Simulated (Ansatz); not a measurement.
# H8O2Si3: the cost of one run

Computed with the Python package of Ansatz 0.2.0. Level of theory: MP2/def2-SVP.

**1. The system**

Bond lengths: Si1–O2 1.585 Å, O2–Si3 1.634 Å, Si3–O4 1.663 Å, O4–Si5 1.637 Å, Si1–H6 1.534 Å, Si1–H7 1.466 Å, Si1–H8 1.513 Å, Si3–H9 1.463 Å, Si3–H10 1.530 Å, Si5–H11 1.452 Å, Si5–H12 1.507 Å, Si5–H13 1.473 Å. Angles (14 of 20 angles, heavy atoms first): Si1–O2–Si3 137.4°, O2–Si3–O4 112.6°, Si3–O4–Si5 140.1°, O2–Si1–H6 111.1°, O2–Si1–H7 112.1°, O2–Si1–H8 110.8°, O2–Si3–H9 109.9°, O2–Si3–H10 107.8°, O4–Si3–H9 113.7°, O4–Si3–H10 106.2°, O4–Si5–H11 109.1°, O4–Si5–H12 105.9°, O4–Si5–H13 109.7°, H6–Si1–H7 107.4°.

No structure file is read: the coordinates are typed or built in the script.

**2. The script**

Contents of deck.py:

```python
"""Run H8O2Si3 from an input written out key by key."""

import ansatz as az

deck = {
    "crystal": {
        "periodic": [False, False, False],
        "atoms": [
            {"symbol": "Si", "position_ang": [-1.8907, 1.5845, 1.1418]},
            {"symbol": "O", "position_ang": [-0.4253, 1.0024, 1.3067]},
            {"symbol": "Si", "position_ang": [0.4002, -0.3266, 0.8353]},
            {"symbol": "O", "position_ang": [0.8141, -0.2849, -0.7748]},
            {"symbol": "Si", "position_ang": [1.5485, -1.2107, -1.9083]},
            {"symbol": "H", "position_ang": [-2.0279, 2.9418, 1.8433]},
            {"symbol": "H", "position_ang": [-2.9062, 0.6932, 1.7102]},
            {"symbol": "H", "position_ang": [-2.2002, 1.8573, -0.3137]},
            {"symbol": "H", "position_ang": [-0.3341, -1.5315, 1.2229]},
            {"symbol": "H", "position_ang": [1.7174, -0.3606, 1.6127]},
            {"symbol": "H", "position_ang": [1.4003, -0.5783, -3.2073]},
            {"symbol": "H", "position_ang": [3.0011, -1.2775, -1.5109]},
            {"symbol": "H", "position_ang": [0.9232, -2.5437, -1.9431]},
        ],
    },
    "basis": {"gaussian": {"orbitals": "def2-SVP"}},
    "correlation": {"method": "mp2"},
}
session = az.Session.from_dict(deck)
report = session.plan(threads=1).execute().report

print("reference energy %16.6f eV" % report["reference_energy_ev"])
print("total energy     %16.6f eV" % report["free_energy_ev"])
print("occupied orbitals outside the frozen core (up, down):", report["n_occupied"], " frozen:", report["n_frozen"], " virtual:", report["n_virtual"])
symbols = ["Si", "O", "Si", "O", "Si", "H", "H", "H", "H", "H", "H", "H", "H"]
parts = report["correlation"]
for name in ("random_phase", "coupled_cluster", "perturbative"):
    if name in parts:
        print(f"{name:16s} {parts[name]['energy']['hartree']:12.7f} Ha")
if "second_order" in parts:
    pair = parts["second_order"]
    print(f"MP2 same spin {pair['same_spin']['hartree']:.7f} Ha, opposite spin {pair['opposite_spin']['hartree']:.7f} Ha")
```

**3. The input behind the calls**

The package turns the script's settings into the engine's input:

```yaml
crystal:
  periodic: [false, false, false]
  atoms:
    - { symbol: Si, position_ang: [-1.8907, 1.5845, 1.1418] }
    - { symbol: O, position_ang: [-0.4253, 1.0024, 1.3067] }
    - { symbol: Si, position_ang: [0.4002, -0.3266, 0.8353] }
    - { symbol: O, position_ang: [0.8141, -0.2849, -0.7748] }
    - { symbol: Si, position_ang: [1.5485, -1.2107, -1.9083] }
    - { symbol: H, position_ang: [-2.0279, 2.9418, 1.8433] }
    - { symbol: H, position_ang: [-2.9062, 0.6932, 1.7102] }
    - { symbol: H, position_ang: [-2.2002, 1.8573, -0.3137] }
    - { symbol: H, position_ang: [-0.3341, -1.5315, 1.2229] }
    - { symbol: H, position_ang: [1.7174, -0.3606, 1.6127] }
    - { symbol: H, position_ang: [1.4003, -0.5783, -3.2073] }
    - { symbol: H, position_ang: [3.0011, -1.2775, -1.5109] }
    - { symbol: H, position_ang: [0.9232, -2.5437, -1.9431] }
basis:
  gaussian:
    orbitals: def2-SVP
correlation:
  method: mp2
```

**4. The run**

On the command line:

```sh
python deck.py
```

Q: Estimate wall time and peak memory on 1 thread of Arm Neoverse V1, shared host.

About 2.8 s, with a peak of 0.28 GiB.
